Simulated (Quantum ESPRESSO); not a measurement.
# GaF (P4/mmm) in Quantum ESPRESSO: further runs

The runs below take GaF through relaxation of the atoms, with PBEsol.

Everything below comes from runs of Quantum ESPRESSO 7.5. Logs are shortened: lines on timing, memory, paths and dates and some standing lists are left out, and cuts for length are marked.

### 1 The structure

The structure is tetragonal, space group P4/mmm (No. 123). The conventional cell has a = 3.166 Å, b = 3.166 Å, c = 3.039 Å, α = 90.00°, β = 90.00°, γ = 90.00°. Ga (site symmetry 4/mmm) has 8 F at 2.71 Å and 2 Ga at 3.04 Å as nearest neighbours. F (site symmetry 4/mmm) has 8 Ga at 2.71 Å and 2 F at 3.04 Å as nearest neighbours.

The cell was built by a generator and needn't be a form met in nature.

### 2 Relaxation of the atoms, PBEsol, 15.23 Å³/atom

The input, pw.in:

```
&CONTROL
  calculation = 'relax'
  prefix = 'pwscf'
  outdir = './tmp'
  pseudo_dir = './pseudo'
  tprnfor = .true.
  tstress = .true.
  disk_io = 'low'
  nstep = 40
  forc_conv_thr = 0.0004
  etot_conv_thr = 1d-05
/
&SYSTEM
  ibrav = 0
  nat = 2
  ntyp = 2
  ecutwfc = 70
  ecutrho = 560
  nbnd = 16
  input_dft = 'pbesol'
  occupations = 'smearing'
  smearing = 'fd'
  degauss = 0.00367493
/
&ELECTRONS
  conv_thr = 4d-10
  electron_maxstep = 120
  mixing_beta = 0.5
/
&IONS
  ion_dynamics = 'bfgs'
/
ATOMIC_SPECIES
Ga    69.7230 Ga.pbe-dn-kjpaw_psl.1.0.0.UPF
F     18.9984 f_pbe_v1.4.uspp.F.UPF
CELL_PARAMETERS angstrom
   3.1659200000    0.0000000000    0.0000000000
   0.0000000000    3.1659200000    0.0000000000
   0.0000000000    0.0000000000    3.0392832000
ATOMIC_POSITIONS crystal
Ga     0.0000000000    0.0000000000    0.0000000000
F      0.5000000000    0.5000000000    0.5000000000
K_POINTS automatic
8 8 8 0 0 0
```

Potentials or basis: SSSP 1.3 efficiency PBE.

Run with:

```sh
$ OMP_NUM_THREADS=1 mpirun -n 2 pw.x -nk 2 -in pw.in > pw.out
```

pw.out:

```text
This program is part of the open-source Quantum ESPRESSO suite
     for quantum simulation of materials; please cite
         "P. Giannozzi et al., J. Phys.:Condens. Matter 21 395502 (2009);
         "P. Giannozzi et al., J. Phys.:Condens. Matter 29 465901 (2017);
         "P. Giannozzi et al., J. Chem. Phys. 152 154105 (2020);
     in publications or presentations arising from this work. More details at

     file Ga.pbe-dn-kjpaw_psl.1.0.0.UPF: wavefunction(s)  4S renormalized

     IMPORTANT: XC functional enforced from input :
     Exchange-correlation= PBESOL
                           (   1   4  10   8   0   0   0)
     Any further DFT definition will be discarded
     Please, verify this is what you really want

     Message from routine setup:
     using ibrav=0 with symmetry is DISCOURAGED, use correct ibrav instead

     K-points division:     npool     =       2
     Subspace diagonalization in iterative solution of the eigenvalue problem:
     a serial algorithm will be used

     G-vector sticks info
     --------------------
     sticks:   dense  smooth     PW     G-vecs:    dense   smooth      PW
     Sum        1597     793    241                45991    16263    2777

     Using Slab Decomposition

     bravais-lattice index     =            0
     lattice parameter (alat)  =       5.9827  a.u.
     unit-cell volume          =     205.5737 (a.u.)^3
     number of atoms/cell      =            2
     number of atomic types    =            2
     number of electrons       =        20.00
     number of Kohn-Sham states=           16
     kinetic-energy cutoff     =      70.0000  Ry
     charge density cutoff     =     560.0000  Ry
     scf convergence threshold =      4.0E-10
     mixing beta               =       0.5000
     number of iterations used =            8  plain     mixing
     energy convergence thresh.=      1.0E-05
     force convergence thresh. =      4.0E-04
     Exchange-correlation= PBESOL
                           (   1   4  10   8   0   0   0)
     nstep                     =           40

     celldm(1)=   5.982722  celldm(2)=   0.000000  celldm(3)=   0.000000
     celldm(4)=   0.000000  celldm(5)=   0.000000  celldm(6)=   0.000000

     crystal axes: (cart. coord. in units of alat)
               a(1) = (   1.000000   0.000000   0.000000 )
               a(2) = (   0.000000   1.000000   0.000000 )
               a(3) = (   0.000000   0.000000   0.960000 )

     reciprocal axes: (cart. coord. in units 2 pi/alat)
               b(1) = (  1.000000  0.000000  0.000000 )
               b(2) = (  0.000000  1.000000  0.000000 )
               b(3) = (  0.000000  0.000000  1.041667 )

     PseudoPot. # 1 for Ga read from file:
     Ga.pbe-dn-kjpaw_psl.1.0.0.UPF
     Pseudo is Projector augmented-wave + core cor, Zval = 13.0
     Generated using "atomic" code by A. Dal Corso  v.5.1
     Shape of augmentation charge: PSQ
     Using radial grid of 1205 points,  6 beta functions with:
                l(1) =   0
                l(2) =   0
                l(3) =   1
                l(4) =   1
                l(5) =   2
                l(6) =   2
     Q(r) pseudized with 0 coefficients

     PseudoPot. # 2 for F  read from file:
     f_pbe_v1.4.uspp.F.UPF
     Pseudo is Ultrasoft, Zval =  7.0
     Generated by new atomic code, or converted to UPF format
     Using radial grid of  799 points,  4 beta functions with:
                l(1) =   0
                l(2) =   0
                l(3) =   1
                l(4) =   1
     Q(r) pseudized with  8 coefficients,  rinner =    0.950   0.950   0.950

     atomic species   valence    mass     pseudopotential
     Ga               13.00    69.72300     Ga( 1.00)
     F                 7.00    18.99840     F ( 1.00)

     16 Sym. Ops., with inversion, found

   Cartesian axes

     site n.     atom                  positions (alat units)
         1        Ga     tau(   1) = (   0.0000000   0.0000000   0.0000000  )
         2        F      tau(   2) = (   0.5000000   0.5000000   0.4800000  )

     number of k points=    75  Fermi-Dirac smearing, width (Ry)=  0.0037
                       cart. coord. in units 2pi/alat
        k(    1) = (   0.0000000   0.0000000   0.0000000), wk =   0.0039062
        k(    2) = (   0.0000000   0.0000000   0.1302083), wk =   0.0078125
        k(    3) = (   0.0000000   0.0000000   0.2604167), wk =   0.0078125
        k(    4) = (   0.0000000   0.0000000   0.3906250), wk =   0.0078125
        k(    5) = (   0.0000000   0.0000000  -0.5208333), wk =   0.0039062
        k(    6) = (   0.0000000   0.1250000   0.0000000), wk =   0.0156250
[... 67 lines left out ...]
        k(   74) = (  -0.5000000  -0.5000000   0.3906250), wk =   0.0078125
        k(   75) = (  -0.5000000  -0.5000000  -0.5208333), wk =   0.0039062

     Dense  grid:    45991 G-vectors     FFT dimensions: (  45,  45,  45)

     Smooth grid:    16263 G-vectors     FFT dimensions: (  32,  32,  32)

     Initial potential from superposition of free atoms

     starting charge      19.9970, renormalised to      20.0000
     Starting wfcs are   13 randomized atomic wfcs +    3 random wfcs
     Checking if some PAW data can be deallocated...

     Self-consistent Calculation

     iteration #  1     ecut=    70.00 Ry     beta= 0.50
     Davidson diagonalization with overlap
     ethr =  1.00E-02,  avg # of iterations =  6.9

     total energy              =    -323.42532347 Ry
     estimated scf accuracy    <       0.20579137 Ry

     iteration #  2     ecut=    70.00 Ry     beta= 0.50
     Davidson diagonalization with overlap
     ethr =  1.03E-03,  avg # of iterations =  2.5
[... 4 lines left out ...]
     iteration #  3     ecut=    70.00 Ry     beta= 0.50
     Davidson diagonalization with overlap
     ethr =  6.84E-04,  avg # of iterations =  2.1

     total energy              =    -323.50401229 Ry
     estimated scf accuracy    <       0.00338666 Ry

     iteration #  4     ecut=    70.00 Ry     beta= 0.50
     Davidson diagonalization with overlap
     c_bands:  1 eigenvalues not converged
     c_bands:  1 eigenvalues not converged
     c_bands:  1 eigenvalues not converged
     ethr =  1.69E-05,  avg # of iterations = 10.1

     total energy              =    -323.50791160 Ry
     estimated scf accuracy    <       0.00131277 Ry

     iteration #  5     ecut=    70.00 Ry     beta= 0.50
     Davidson diagonalization with overlap
     ethr =  6.56E-06,  avg # of iterations =  2.9

     total energy              =    -323.50819951 Ry
     estimated scf accuracy    <       0.00048152 Ry
[... 33 lines left out ...]
     total energy              =    -323.50835612 Ry
     estimated scf accuracy    <       0.00000006 Ry

     iteration # 11     ecut=    70.00 Ry     beta= 0.50
     Davidson diagonalization with overlap
     ethr =  2.87E-10,  avg # of iterations =  4.2

     End of self-consistent calculation

          k = 0.0000 0.0000 0.0000 (  2031 PWs)   bands (ev):

   -16.2011  -8.0641  -8.0386  -7.8676  -7.8571  -7.8571  -0.0064   2.5320
     2.5320   2.7762  14.4881  14.4881  15.3761  15.6101  16.2226  23.6003

          k = 0.0000 0.0000 0.1302 (  2035 PWs)   bands (ev):

   -16.1725  -8.0392  -8.0365  -7.8676  -7.8676  -7.8667  -0.1046   2.5811
     2.5811   2.9334  12.9473  14.5311  14.5311  15.8417  18.4105  24.5589
[... 103 lines left out ...]
   -15.9690  -7.9910  -7.9242  -7.9111  -7.8844  -7.8841  -0.2299   1.8841
     2.9047   5.0044   8.1206  11.3962  15.2984  17.9861  21.1242  23.1262

          k = 0.0000-0.5000 0.3906 (  2032 PWs)   bands (ev):

   -15.9170  -7.9700  -7.9375  -7.9057  -7.9055  -7.8330   0.5815   1.3016
     2.9509   4.3064   9.3251   9.8863  16.0853  16.1962  21.9554  22.6652

          k = 0.0000-0.5000-0.5208 (  2028 PWs)   bands (ev):

   -15.8953  -7.9641  -7.9429  -7.9146  -7.9031  -7.8091   1.0869   1.0995
     2.9702   3.7951   9.4017   9.9471  15.2050  16.7104  22.2313  22.4815

          k = 0.1250 0.1250 0.0000 (  2029 PWs)   bands (ev):

   -16.1563  -8.0541  -8.0108  -7.8820  -7.8644  -7.8624  -0.2545   2.3095
     2.8439   3.2343  12.4190  12.6052  15.4468  17.5484  18.7138  24.3374

          k = 0.1250 0.1250 0.1302 (  2024 PWs)   bands (ev):
[... 81 lines left out ...]
   -15.9534  -7.9723  -7.9342  -7.9104  -7.8949  -7.8797  -0.0577   1.9139
     2.7186   4.9897   8.3206  11.2179  14.2124  18.1922  20.9051  22.9344

          k = 0.1250-0.5000 0.3906 (  2030 PWs)   bands (ev):

   -15.9014  -7.9490  -7.9456  -7.9169  -7.9134  -7.8323   0.7298   1.3968
     2.7848   4.4368   9.2990   9.7435  14.7234  16.3641  21.1482  21.6199

          k = 0.1250-0.5000-0.5208 (  2040 PWs)   bands (ev):

   -15.8797  -7.9503  -7.9430  -7.9267  -7.9147  -7.8086   1.1990   1.2175
     2.8179   4.0073   9.2484   9.7795  15.0291  15.5781  20.8284  21.2394

          k = 0.2500 0.2500 0.0000 (  2035 PWs)   bands (ev):

   -16.0555  -8.0314  -7.9398  -7.9093  -7.8791  -7.8752  -0.3084   1.7701
     2.9816   4.3848  10.1124  10.8369  15.8404  19.2308  20.6692  23.2170

          k = 0.2500 0.2500 0.1302 (  2038 PWs)   bands (ev):
[... 56 lines left out ...]
   -15.9153  -7.9490  -7.9324  -7.9179  -7.9160  -7.8679   0.4293   1.8720
     2.4452   4.8698   8.7481  10.5047  12.9911  18.6737  18.8740  21.4524

          k = 0.2500-0.5000 0.3906 (  2026 PWs)   bands (ev):

   -15.8633  -7.9637  -7.9441  -7.9343  -7.8980  -7.8309   1.1303   1.6364
     2.4169   4.7873   9.1688   9.3563  12.4274  17.0900  19.5089  19.8278

          k = 0.2500-0.5000-0.5208 (  2032 PWs)   bands (ev):

   -15.8416  -7.9686  -7.9556  -7.9423  -7.8921  -7.8073   1.4888   1.5241
     2.4727   4.6426   8.8415   9.3423  12.3460  16.5162  19.2527  19.7844

          k = 0.3750 0.3750 0.0000 (  2044 PWs)   bands (ev):

   -15.9661  -8.0101  -7.9255  -7.8899  -7.8880  -7.8626   0.2957   1.2340
     3.0804   4.2373   9.2922  10.0089  16.7387  16.9787  22.0059  23.7268

          k = 0.3750 0.3750 0.1302 (  2046 PWs)   bands (ev):
[... 31 lines left out ...]
   -15.8767  -7.9562  -7.9368  -7.9333  -7.9071  -7.8419   1.0925   1.6116
     2.4551   4.5159   9.1234   9.6081  12.5770  17.4756  19.2822  20.0256

          k = 0.3750-0.5000 0.3906 (  2026 PWs)   bands (ev):

   -15.8248  -7.9783  -7.9703  -7.9588  -7.8476  -7.8294   1.6165   1.8592
     2.1222   5.2022   8.9416   8.9521  10.6012  17.8970  18.5544  18.7425

          k = 0.3750-0.5000-0.5208 (  2032 PWs)   bands (ev):

   -15.8030  -7.9875  -7.9840  -7.9694  -7.8425  -7.8047   1.8127   1.8702
     2.1543   5.6598   8.3749   8.8540   9.9561  17.5489  18.3221  18.9274

          k =-0.5000-0.5000 0.0000 (  2032 PWs)   bands (ev):

   -15.9326  -8.0016  -7.9287  -7.8933  -7.8933  -7.8285   1.0140   1.0140
     3.1094   3.2808   9.7554   9.7554  15.5706  17.4371  23.3011  23.3012

          k =-0.5000-0.5000 0.1302 (  2052 PWs)   bands (ev):

   -15.9117  -7.9723  -7.9359  -7.9087  -7.9087  -7.8279   1.1433   1.1433
     2.9217   3.5153   9.6259   9.6259  15.4961  15.9790  21.4500  21.4500

          k =-0.5000-0.5000 0.2604 (  2048 PWs)   bands (ev):

   -15.8606  -7.9537  -7.9453  -7.9453  -7.9014  -7.8264   1.4786   1.4786
     2.4991   4.2239   9.2688   9.2688  12.4929  17.0025  19.5262  19.5262

          k =-0.5000-0.5000 0.3906 (  2040 PWs)   bands (ev):

   -15.8086  -7.9810  -7.9810  -7.9724  -7.8306  -7.8250   1.8562   1.8562
     2.1118   5.3944   8.8384   8.8384   9.7990  18.1298  18.3892  18.3892

          k =-0.5000-0.5000-0.5208 (  2024 PWs)   bands (ev):

   -15.7868  -7.9956  -7.9956  -7.9805  -7.8243  -7.8013   1.9600   2.0291
     2.0291   6.5084   8.1609   8.6346   8.6346  18.0245  18.0245  18.6550

     the Fermi energy is     6.3343 ev

!    total energy              =    -323.50835614 Ry
     estimated scf accuracy    <          3.2E-10 Ry
     smearing contrib. (-TS)   =      -0.00001341 Ry
     internal energy E=F+TS    =    -323.50834273 Ry

     The total energy is F=E-TS. E is the sum of the following terms:
     one-electron contribution =    -113.04566389 Ry
     hartree contribution      =      74.34300253 Ry
     xc contribution           =     -46.75037148 Ry
     ewald contribution        =    -129.51857696 Ry
     one-center paw contrib.   =    -108.53673292 Ry

     convergence has been achieved in  11 iterations

     Forces acting on atoms (cartesian axes, Ry/au):

     atom    1 type  1   force =     0.00000000    0.00000000    0.00000000
     atom    2 type  2   force =     0.00000000    0.00000000    0.00000000

     Total force =     0.000000     Total SCF correction =     0.000000

     Computing stress (Cartesian axis) and pressure

          total   stress  (Ry/bohr**3)                   (kbar)     P=      -21.61
  -0.00017178   0.00000000   0.00000000          -25.27        0.00        0.00
   0.00000000  -0.00017178   0.00000000            0.00      -25.27        0.00
   0.00000000   0.00000000  -0.00009719            0.00        0.00      -14.30

     BFGS Geometry Optimization
     Energy error            =      0.0E+00 Ry
     Gradient error          =      0.0E+00 Ry/Bohr

     bfgs converged in   1 scf cycles and   0 bfgs steps
     (criteria: energy <  1.0E-05 Ry, force <  4.0E-04 Ry/Bohr)

     End of BFGS Geometry Optimization

     Final energy             =    -323.5083561441 Ry
Begin final coordinates

ATOMIC_POSITIONS (crystal)
Ga               0.0000000000        0.0000000000        0.0000000000
F                0.5000000000        0.5000000000        0.5000000000
End final coordinates

=------------------------------------------------------------------------------=
   JOB DONE.
=------------------------------------------------------------------------------=
```

Wall time 21 s (2 MPI ranks of Arm Neoverse V1, shared host); peak memory 0.34 GiB.

What came out:

```
Free energy             : -4401.5554 eV
Pressure after relaxing : -2.2 GPa
Band gap on the k mesh  : none (metal or under the smearing width)
```

Caveat: the potentials were made for another functional, which shifts forces and pressure; the relaxation stopped at its first step, so nothing moved.

### 3 Relaxation of the atoms, PBEsol, 15.55 Å³/atom

Changes to pw.in since step 2:

```diff
@@ -38,3 +38,3 @@
    0.0000000000    3.1659200000    0.0000000000
-   0.0000000000    0.0000000000    3.0392832000
+   0.0000000000    0.0000000000    3.1026016000
 ATOMIC_POSITIONS crystal
```

Potentials or basis: SSSP 1.3 efficiency PBE.

Run with:

```sh
$ OMP_NUM_THREADS=1 mpirun -n 2 pw.x -nk 2 -in pw.in > pw.out
```

Run time: 34 s. Hardware: 2 MPI ranks of Arm Neoverse V1, shared host; peak memory 0.34 GiB.

The run converged. Its results:

| Property | Result |
| --- | --- |
| Free energy | -4401.5478 eV |
| Pressure after relaxing | -3.0 GPa |
| Band gap on the k mesh | none (metal or under the smearing width) |

Caveat: the potentials were made for another functional, which shifts forces and pressure; the relaxation stopped at its first step, so nothing moved.
